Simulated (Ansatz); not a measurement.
This was printed by a script on the Python package of Ansatz (0.2.0), for a single point from an input typed as a dict of CsRb, space group Cmmm. What did the script look like? Use: LDA, PAW, cutoff 420 eV, Gaussian smearing of 0.1 eV.

```cif
data_structure
_symmetry_space_group_name_H-M 'P 1'
_symmetry_Int_Tables_number 1
_cell_length_a 5.2267
_cell_length_b 5.2267
_cell_length_c 8.3899
_cell_angle_alpha 90.000
_cell_angle_beta 90.000
_cell_angle_gamma 108.926
_cell_volume 216.80
loop_
_atom_site_label
_atom_site_type_symbol
_atom_site_fract_x
_atom_site_fract_y
_atom_site_fract_z
_atom_site_occupancy
Cs1 Cs 0.00000 0.00000 0.00000 1
Rb1 Rb 0.50000 0.50000 0.50000 1
```

```console
$ python csrb_deck.py
F = E - TS                -8675.56622 eV
E                         -8675.55638 eV
Harris-Foulkes            -8675.56622 eV
Fermi level                   1.69880 eV
gap on the k mesh: withheld (metal, or smearing too wide to tell)
lowest empty less highest filled band, by band count: -1.198 eV
stress xx yy zz yz xz xy (GPa, compression positive): -0.495 -0.420 -0.433 0.000 -0.000 -0.000
P = -4.49 kbar
```

The script that was run (others could print the same):

The script, `csrb_deck.py`:
```python
'''CsRb from an input typed as a mapping.'''

import json

import ansatz as az
import numpy as np


def main() -> None:
    config = {
        'crystal': {
            'lattice': [
                [3.037864, -4.253153, 0.0],
                [3.037864, 4.253153, 0.0],
                [0.0, 0.0, 8.38994],
            ],
            'atoms': [
                {'symbol': 'Cs', 'position': [0.0, 0.0, 0.0]},
                {'symbol': 'Rb', 'position': [0.5, 0.5, 0.5]},
            ],
        },
        'kpoints': {'mp_grid': {'kspacing': 0.3}},
        'hamiltonian': {'xc': 'lda'},
        'scf': {'occupations': {'method': 'gaussian', 'width': 0.1}},
        'basis': {'ecutwfc': 420},
        'output': {'forces': True, 'stress': True, 'eigenvalues': True},
    }

    result = az.Session.from_dict(config).plan().execute()
    summary = result.report

    print('%-22s %14.5f eV' % ('F = E - TS', summary['free_energy_ev']))
    print('%-22s %14.5f eV' % ('E', summary['internal_energy_ev']))
    print('%-22s %14.5f eV' % ('Harris-Foulkes', summary['harris_foulkes_ev']))
    print('%-22s %14.5f eV' % ('Fermi level', summary['fermi_energy_ev']))

    gap = None if 'band_edges_ev' not in summary else summary['band_edges_ev'][1] - summary['band_edges_ev'][0]
    print('gap on the k mesh:', 'withheld (metal, or smearing too wide to tell)' if gap is None else f'{gap:.3f} eV')
    print('lowest empty less highest filled band, by band count:', round(summary['gap_by_band_count_ev'], 3), 'eV')

    # pressure is a third of the trace
    sigma = summary['stress_gpa']
    voigt = [sigma[0][0], sigma[1][1], sigma[2][2], sigma[1][2], sigma[0][2], sigma[0][1]]
    print('stress xx yy zz yz xz xy (GPa, compression positive):', ' '.join(f'{s:.3f}' for s in voigt))
    print('P =', round(10 * float(np.mean(voigt[:3])), 2), 'kbar')

    keep = ['free_energy_ev', 'energy_sigma0_ev', 'fermi_energy_ev', 'n_iterations', 'converged', 'magnetization_mub', 'n_kpoints']
    with open('csrb.json', 'w') as handle:
        json.dump({key: summary[key] for key in keep}, handle, indent=1)


if __name__ == '__main__':
    main()
```

What to keep in mind:
- Absolute energies stand on the zero of these potentials, so only differences at equal settings mean something. A total without «per atom» is that of the cell as typed.
- An absolute Fermi energy rests on an arbitrary zero of the periodic potential and has no direct meaning.
- A gap by band count of zero or less means overlapping bands, a metal.
- This cell is a computed structure, which may not be the phase found in nature.
- Gaps and levels are Kohn-Sham values on a finite set of k-points, without spin-orbit coupling.
- It ran for 2.5 s on 1 thread of Arm Neoverse V2 (shared host), peak memory 0.43 GiB.

(Lines on the test bed's own set-up are left out of the output.)
